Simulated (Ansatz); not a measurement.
MoS2, space group P-3m1: a test of the smearing width, run with Ansatz's Python interface.

`mos2.py`
```python
'''How the energy of MoS2 depends on the smearing.'''

import ansatz as az
from tabulate import tabulate


def main() -> None:
    xtal = (
        az.Lattice.from_parameters(3.22746, 3.22746, 6.31247, alpha=90, beta=90, gamma=120)
        .space_group(164)
        .atom('Mo', [0.0, 0.0, 0.5])
        .atom('S', [1 / 3, 2 / 3, 0.25532])
    )

    calc = (
        xtal.calculation()
        .functional('r2scan')
        .basis(21 * az.Ha, density_ratio=4)
        .kpoints(mesh=(6, 6, 3), shift=0.5)
        .scf(self_checks='low')
    )

    rows = []
    for value in [0.25, 0.15, 0.1, 0.05, 0.025]:
        r = calc.occupations('cold', width=value).run(threads=1).report
        rows.append((value, r['free_energy_ev'] / len(r['lattice']['sites']), r['n_iterations'], r['n_kpoints']))

    print(tabulate(rows, headers=['width (eV)', 'F/atom (eV)', 'iterations', 'k-points'], floatfmt='.4f', tablefmt='grid'))

    # the last row is the reference
    for row in rows[:-1]:
        shift = 1000 * (row[1] - rows[-1][1])
        print(f'{row[0]}: {shift:+.2f} meV/atom' + ('  (within 5 meV)' if abs(shift) < 5 else ''))


if __name__ == '__main__':
    main()
```

How much does the free energy per atom change between the narrowest and the widest smearing, and why?

Going from 0.025 to 0.25 eV changes F by -2.9 meV an atom. This scheme is built to cancel the term in the square of the width, but that needs a smooth density of states and a fine mesh, and here a sizeable shift remains.

What the script printed:

```console
$ python mos2.py
DeckWarning: crystal.symmetry: narrowed to the stabiliser of the k-point mesh — unitary ops 12 → 4; excluded 8 operations that carry a point of the 6×6×3 mesh (shift [0.5, 0.5, 0.5]) off the mesh [...]
+--------------+---------------+--------------+------------+
|   width (eV) |   F/atom (eV) |   iterations |   k-points |
+==============+===============+==============+============+
|       0.2500 |    -2260.4220 |            7 |         33 |
+--------------+---------------+--------------+------------+
|       0.1500 |    -2260.4200 |            7 |         33 |
+--------------+---------------+--------------+------------+
|       0.1000 |    -2260.4195 |            7 |         33 |
+--------------+---------------+--------------+------------+
|       0.0500 |    -2260.4192 |            7 |         33 |
+--------------+---------------+--------------+------------+
|       0.0250 |    -2260.4191 |            7 |         33 |
+--------------+---------------+--------------+------------+
0.25: -2.91 meV/atom  (within 5 meV)
0.15: -0.91 meV/atom  (within 5 meV)
0.1: -0.37 meV/atom  (within 5 meV)
0.05: -0.06 meV/atom  (within 5 meV)
```
(Warnings from the package without file and line, shortened.)

The run is spin-unpolarised. The mesh is modest for a metal, so energies can be off by several to tens of meV an atom and pressures by half a GPa or more; differences at equal mesh fare better. The narrowest width needs the finest mesh, so the last row is no converged reference. The structure comes from a database of computed cells and needn't be a stable or known phase. It ran for 27 s on 1 thread of Arm Neoverse V1 (shared host), peak memory 0.51 GiB.
